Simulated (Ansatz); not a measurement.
From input file to script: NaAsF₆, space group Fm-3m in Ansatz 0.2.0.

```yaml
crystal:
  lattice:
    - [0.0, 3.98304932, 3.98304932]
    - [3.98304932, 0.0, 3.98304932]
    - [3.98304932, 3.98304932, 0.0]
  atoms:
    - { symbol: Na, position: [0.5, 0.5, 0.5] }
    - { symbol: As, position: [0.0, 0.0, 0.0] }
    - { symbol: F, position: [0.78162988, 0.78162988, 0.21837012] }
    - { symbol: F, position: [0.21837012, 0.78162988, 0.21837012] }
    - { symbol: F, position: [0.78162988, 0.21837012, 0.21837012] }
    - { symbol: F, position: [0.21837012, 0.21837012, 0.78162988] }
    - { symbol: F, position: [0.78162988, 0.21837012, 0.78162988] }
    - { symbol: F, position: [0.21837012, 0.78162988, 0.78162988] }
basis:
  ecutwfc: 476.1992593048
kpoints:
  mp_grid: { grid: [4, 4, 4] }
  band_path:
    path:
      - [0.375, 0.375, 0.75]
      - [0.0, 0.0, 0.0]
      - [0.5, 0.5, 0.5]
      - [0.5, 0.25, 0.75]
      - [0.5, 0.0, 0.5]
    npoints: 4
hamiltonian:
  xc: pbesol
scf:
  n_extra_bands: 8
  convergence: { dr2_threshold: 1.0e-07 }
  occupations: { method: fixed }
output:
  write_density: true
  write_potential: true
  volumetric_format: npy
  elf: true
  dos: { de: 0.2, nscf_kmesh: { kspacing: 0.16 } }
  eigenvalues: true
```

On the command line:
```console
$ ansatz run input.yaml --threads 1 --pin off --max-ram 3072MiB --backend cpu --events-out ev --progress --plain --runs-dir out
scf.n_extra_bands = 8 over 33 filled bands (N_el = 66.0): the run solves 41 bands
Engine: ansatz 0.2.0, aarch64-unknown-linux-gnu
Pseudopotentials: kind: paw
Pseudopotential: Na, paw, valence charge 9, recommended cutoff 420 eV (normal), Na.paw.azcp
Pseudopotential: As, paw, valence charge 15, recommended cutoff 420 eV (normal), As.paw.azcp
Pseudopotential: F, paw, valence charge 7, recommended cutoff 420 eV (normal), F.paw.azcp
Functional definition: PBEsol
  exchange = pbesol_x
  correlation = pbesol_c
Crystal: 8 atoms, lattice volume = 126.380 Å³
Basis set: ecut = 476.1992593048 eV, 2975 PW (Γ)
Bands: 41, of which v1, the nominal top of the filled ones, is band 33 counted from 1 (32 counted from 0)
Symmetry: 48 space group operations
Space group: Fm-3m (ITA 225), of the structure as read, at distance tolerance 5.0e-5 Å
k-points: 8 of 64
Non-local potential: Na, projectors of the file, l = 0: 3, l = 1: 2, l = 2: 1
Non-local potential: As, projectors of the file, l = 0: 2, l = 1: 2, l = 2: 3, l = 3: 1
Non-local potential: F, projectors of the file, l = 0: 2, l = 1: 2, l = 2: 1
PAW form: soft (Blöchl's): semilocal exchange-correlation on the pseudo side does not see the compensation charge
PAW frozen core: Na, regenerated for the run's functional, and the local potential with it (the file was generated under x = pbe(κ = 0.804, μ = 0.2195149727645171), c = pbe(β = 0.06672455060314922))
PAW frozen core: As, regenerated for the run's functional, and the local potential with it (the file was generated under x = pbe(κ = 0.804, μ = 0.2195149727645171), c = pbe(β = 0.06672455060314922))
PAW frozen core: F, regenerated for the run's functional, and the local potential with it (the file was generated under x = pbe(κ = 0.804, μ = 0.2195149727645171), c = pbe(β = 0.06672455060314922))
PAW one-centre angular grid: Na, 110 points (default); XC on 64 Gauss nodes
PAW one-centre angular grid: As, 590 points (default); XC on 64 Gauss nodes
PAW one-centre angular grid: F, 110 points (default); XC on 64 Gauss nodes
Initial density: superposition of atomic densities (neutral atoms: chi_scale 0, normalization atom), corrected by the library's trained network
Initial wavefunctions: pseudopotential atomic-orbital guess
Functional: x = pbesol(κ = 0.804, μ = 0.12345679012345678), c = pbesol(β = 0.046)
SCF iter   1: F=—  HF=-11094.006652 eV  |F-HF|=—  |Δ(HF+E_count)|=         —  Δρ=9.73e-3  dr2=7.22e-2  ethr=1.77e-3  ⟨swp⟩=4.0  Hψ=1319  notcnv=0  defer=46
preconditioner: auto → Resta (q_TF=auto, 2.448 Å⁻¹)  ε∞=2.5  [insulator: Δε(μ)=5.440 eV  Ē_g=19.660 eV  n_scr=26 (ndim 8)  ℏωp=24.3 eV  f_vac=0.365  ε∞_Penn≈2.5]
SCF iter   2: F=—  HF=-11093.985027 eV  |F-HF|=—  |Δ(HF+E_count)|=   2.16e-2  Δρ=1.43e-3  dr2=7.05e-4  ethr=1.09e-4  ⟨swp⟩=2.0  Hψ=594  notcnv=0  defer=46
SCF iter   3: F=—  HF=-11093.985022 eV  |F-HF|=—  |Δ(HF+E_count)|=   4.88e-6  Δρ=5.55e-4  dr2=1.62e-4  ethr=1.07e-6  ⟨swp⟩=2.0  Hψ=585  notcnv=0  defer=48
SCF iter   4: F=—  HF=-11093.985173 eV  |F-HF|=—  |Δ(HF+E_count)|=   1.52e-4  Δρ=1.86e-4  dr2=2.02e-5  ethr=2.46e-7  ⟨swp⟩=2.8  Hψ=428  notcnv=0  defer=48
SCF iter   5: F=—  HF=-11093.985279 eV  |F-HF|=—  |Δ(HF+E_count)|=   1.05e-4  Δρ=3.02e-5  dr2=1.41e-6  ethr=3.05e-8  ⟨swp⟩=2.1  Hψ=493  notcnv=0  defer=21
SCF iter   6: F=—  HF=-11093.985280 eV  |F-HF|=—  |Δ(HF+E_count)|=   1.46e-6  Δρ=9.22e-6  dr2=1.14e-7  ethr=1.52e-10  ⟨swp⟩=9.8  Hψ=1362  notcnv=0
SCF iter   7: F=-11093.985280 eV  HF=-11093.985280 eV  |F-HF|=4.66e-10  |Δ(HF+E_count)|=   5.35e-8  Δρ=1.76e-6  dr2=4.81e-9  ethr=1.52e-10  ⟨swp⟩=3.0  Hψ=803  notcnv=0
SCF 1 converged in 7 iterations: F = -11093.985280 eV  dr2 = 4.81e-9
  greatest PAW one-centre occupation: 1.000 electrons in one spin orbital (limit 2), on the As atom at site 1 (counted from 0), in its partial waves of l = 2
NSCF: frozen V_eff on 17 k-points
NSCF: frozen V_eff on 35 k-points
SCF converged after 7 iterations
Free energy (F): -11093.985280 eV
Harris-Foulkes:  -11093.985280 eV  (|F-HF|=4.66e-10)
Internal energy: -11093.985280 eV  (E = F + TS)
E sigma→0 (E₀):  -11093.985280 eV
Fermi energy:    -1.558401 eV
--- Per-component energies (eV) ---
  E_band       = -981.844655
  E_kinetic    = 1461.119797
  E_local      = -9080.196998  (includes V_loc(G=0)·N_el)
  E_nonlocal   = -98.465157
  E_hartree    = 3844.502154
  E_xc         = -584.688557
  E_vxc        = -732.341826  (∫ρ·V_xc dr)
  E_paw        = -3219.922610  (= ΣΔE_a)
  E_vpaw       = -220.970469  (= ΣTr[D̂ρ^β])
  E_aug_tail   = 0.008531  (compensation charges beyond the density's cutoff)
  E_ewald      = -3417.618218
  E_core_change = 1.275778  (= ΣΔE_core)
  E_smearing   = -0.000000  (= −TS)
  E_closure    = -0.000000  (closes the sum)
  Σ components = -11093.985280   (vs F -11093.985280, Δ=0.00e0)
--- Band table (eV; the first three rows and the last of 8) ---
  k-point 0: bands = ["-47.8824", "-36.5334", "-36.5334", "-36.3679", "-36.3679", "-36.3679", "-23.8919", "-22.2985", "-22.2985", "-22.2985", "-21.3953", "-21.3953", "-19.9320", "-19.9320", "-19.9320", "-10.1709", "-6.2568", "-6.2568", "-6.2568", "-3.9706", "-3.9706", "-3.9706", "-3.4593", "-3.4593", "-2.4319", "-2.4319", "-2.4319", "-2.3439", "-2.3439", "-2.3439", "-1.5584", "-1.5584", "-1.5584", "3.9804", "8.0377", "10.1935", "10.1935", "10.1935", "11.1173", "13.5376", "13.5376"]
  k-point 1: bands = ["-47.8824", "-36.5334", "-36.5334", "-36.3679", "-36.3679", "-36.3679", "-23.8825", "-22.3044", "-22.2709", "-22.2709", "-21.4455", "-21.4455", "-19.9494", "-19.9100", "-19.9100", "-10.0608", "-6.3575", "-6.1851", "-6.1851", "-3.9140", "-3.8776", "-3.8776", "-3.5112", "-3.5112", "-2.6724", "-2.5214", "-2.5214", "-2.3717", "-2.3717", "-2.3007", "-1.6398", "-1.6398", "-1.6079", "4.4056", "8.2197", "9.8660", "10.5078", "10.5078", "10.9876", "13.4774", "13.4774"]
  k-point 2: bands = ["-47.8824", "-36.5334", "-36.5334", "-36.3679", "-36.3679", "-36.3679", "-23.8728", "-22.3104", "-22.2403", "-22.2403", "-21.4978", "-21.4978", "-19.9667", "-19.8888", "-19.8888", "-9.9439", "-6.4663", "-6.1083", "-6.1083", "-3.8347", "-3.7957", "-3.7957", "-3.5288", "-3.5288", "-2.9209", "-2.6818", "-2.6818", "-2.3570", "-2.3570", "-2.2502", "-1.7198", "-1.7198", "-1.6645", "4.8695", "8.3977", "9.4548", "10.8949", "10.8949", "10.9292", "13.0181", "13.0181"]
  k-point 7: bands = ["-47.8824", "-36.5334", "-36.5334", "-36.3679", "-36.3679", "-36.3679", "-23.8507", "-22.3094", "-22.3094", "-22.2651", "-21.4624", "-21.4422", "-19.9302", "-19.9302", "-19.9137", "-9.9218", "-6.2376", "-6.1265", "-6.1265", "-3.8417", "-3.8231", "-3.8231", "-3.5641", "-3.5515", "-2.7379", "-2.7379", "-2.5756", "-2.4611", "-2.4426", "-2.4426", "-1.8722", "-1.7021", "-1.7021", "5.0278", "9.5634", "9.5953", "9.5953", "11.3372", "11.3372", "11.5891", "12.0304"]
```

The script, `naasf6.py`:
```python
"""Bands of NaAsF6 along a path through the zone."""

from pathlib import Path

import ansatz as az
from ase import Atoms
import matplotlib.pyplot as plt
import numpy as np


def main() -> None:
    atoms = Atoms(
        ["Na", "As", "F", "F", "F", "F", "F", "F"],
        scaled_positions=[
            [0.5, 0.5, 0.5],
            [0.0, 0.0, 0.0],
            [0.78162988, 0.78162988, 0.21837012],
            [0.21837012, 0.78162988, 0.21837012],
            [0.78162988, 0.21837012, 0.21837012],
            [0.21837012, 0.21837012, 0.78162988],
            [0.78162988, 0.21837012, 0.78162988],
            [0.21837012, 0.78162988, 0.78162988],
        ],
        cell=[
            [0.0, 3.98304932, 3.98304932],
            [3.98304932, 0.0, 3.98304932],
            [3.98304932, 3.98304932, 0.0],
        ],
        pbc=True,
    )
    naasf6 = az.Crystal.from_ase(atoms)

    # vertices of the path, as fractions of the reciprocal vectors
    path = [
        ("K", (0.375, 0.375, 0.75)),
        ("G", (0.0, 0.0, 0.0)),
        ("L", (0.5, 0.5, 0.5)),
        ("W", (0.5, 0.25, 0.75)),
        ("X", (0.5, 0.0, 0.5)),
    ]
    calc = (
        naasf6.calculation()
        .functional("PBEsol")
        .basis(35 * az.Ry)
        .kpoints(mesh=(4, 4, 4))
        .occupations(az.OccupationsMethod.FIXED)
        .scf(tolerance=1e-07)
        .band_structure([point for _, point in path], intervals=4)
        .scf(extra_bands=8)
        .density()
        .potential()
        .electron_localization_function()
        .output_files(volumetric_format="npy")
        .density_of_states(energy_step=0.2, nscf_kmesh_spacing=0.16)
        .band_table()
    )
    res = calc.run(threads=1, pin="off")
    data = res.report

    energy = data["free_energy_ev"]
    print("NaAsF6: {:.6f} eV = {:.6f} Ry = {:.6f} Ha".format(energy, energy / 13.605693, energy / 27.211386))
    print("Fermi level {:.4f} eV, {} k-points, {} symmetry operations".format(data["fermi_energy_ev"], data["n_kpoints"], data["n_symmetry_ops"]))

    folder = Path(res.write_results("fields"))
    print("densities in e/A^3, potentials in eV, ELF without unit")
    for name in sorted(p.name for p in folder.glob("*.npy")):
        field = np.load(folder / name)
        print(f"{name:16s} {str(field.shape):16s} min {field.min():10.4f}  mean {field.mean():10.4f}  max {field.max():10.4f}")

    dos = res.density_of_states()
    energy = np.asarray(dos.energies_ev) - dos.fermi_ev
    top = min(levels[-1] for levels in data["eigenvalues_ev"]) - dos.fermi_ev  # the computed bands end here
    total = np.asarray(dos.spin_summed_g_bin_mean_per_ev)
    print("E - E_F (eV)   states/eV")
    for e in np.arange(-6, min(6, top), 1.0):
        print(f"{e:8.1f} {np.interp(e, energy, total):12.3f}")

    bands = res.band_structure()
    fermi = bands.fermi_energy_ev
    print(f"zero of the bands: {fermi:.3f} eV, the Fermi level found on the SCF mesh")
    reciprocal = 2 * np.pi * np.linalg.inv(res.lattice.cell_ang).T
    steps = np.linalg.norm(np.diff(bands.kpoints_frac @ reciprocal, axis=0), axis=1)
    distance = np.concatenate([[0], np.cumsum(steps)])
    fig, ax = plt.subplots(figsize=(5, 4))
    for channel, colour in zip(bands.channels, ("C0", "C3")):
        ax.plot(distance, channel.eigenvalues_ev - fermi, colour, lw=1)
    ax.set_xticks(distance[::4], [label for label, _ in path])
    ax.set(ylim=(-6, 6), ylabel="E - E_F (eV)", xlim=(0, distance[-1]))
    ax.grid(axis="x")
    fig.savefig("bands.png", dpi=100)
    first = bands.channels[0].eigenvalues_ev - fermi
    near = np.argsort(np.abs(first.mean(axis=0)))[:4]
    for band in sorted(near):
        print(f"band {band + 1}: {first[:, band].min():.3f} to {first[:, band].max():.3f} eV")


if __name__ == "__main__":
    main()
```

Output of `python naasf6.py`:
```text
NaAsF6: -11093.985280 eV = -815.392886 Ry = -407.696443 Ha
Fermi level -1.5584 eV, 8 k-points, 48 symmetry operations
densities in e/A^3, potentials in eV, ELF without unit
elf.npy          (45, 45, 45)     min     0.0001  mean     0.2228  max     0.8414
rho.npy          (45, 45, 45)     min     0.0003  mean     0.5222  max    34.5355
v_es.npy         (45, 45, 45)     min   -88.1633  mean     2.6923  max    35.2452
v_tot.npy        (45, 45, 45)     min  -109.0538  mean    -4.9467  max    14.4992
E - E_F (eV)   states/eV
    -6.0        0.000
    -5.0        0.857
    -4.0        0.000
    -3.0        0.000
    -2.0       17.127
    -1.0       21.771
     0.0       11.261
     1.0        0.000
     2.0        0.000
     3.0        0.000
     4.0        0.000
     5.0        0.000
zero of the bands: -1.558 eV, the Fermi level found on the SCF mesh
band 30: -0.884 to -0.692 eV
band 31: -0.314 to 0.000 eV
band 32: -0.314 to 0.000 eV
band 33: -0.144 to 0.000 eV
```

Absolute energies stand on the zero of these potentials, so only differences at equal settings mean something. A total without «per atom» is that of the cell as typed. Semilocal gaps usually lie well under measured ones. The Fermi level of a run with fixed occupations marks the highest occupied state on its mesh, not mid-gap. Only differences from the Fermi energy are physical; the zero of the scale is a convention. The crystal has a gap of about 5.54 eV on the mesh; bins of finite width blur the band edges. The fields are valence quantities on the plane-wave grid; their values near the nuclei depend on the potentials. This cell is a computed structure, which may not be the phase found in nature. Gaps and levels are Kohn-Sham values on a finite set of k-points, without spin-orbit coupling. The density of states is complete only as far up as bands were computed. Hardware and time: 9.3 s on 1 thread of Arm Neoverse V2, on a shared host, peak memory 0.51 GiB.

(Lines on the test bed's own set-up are left out of the output.)
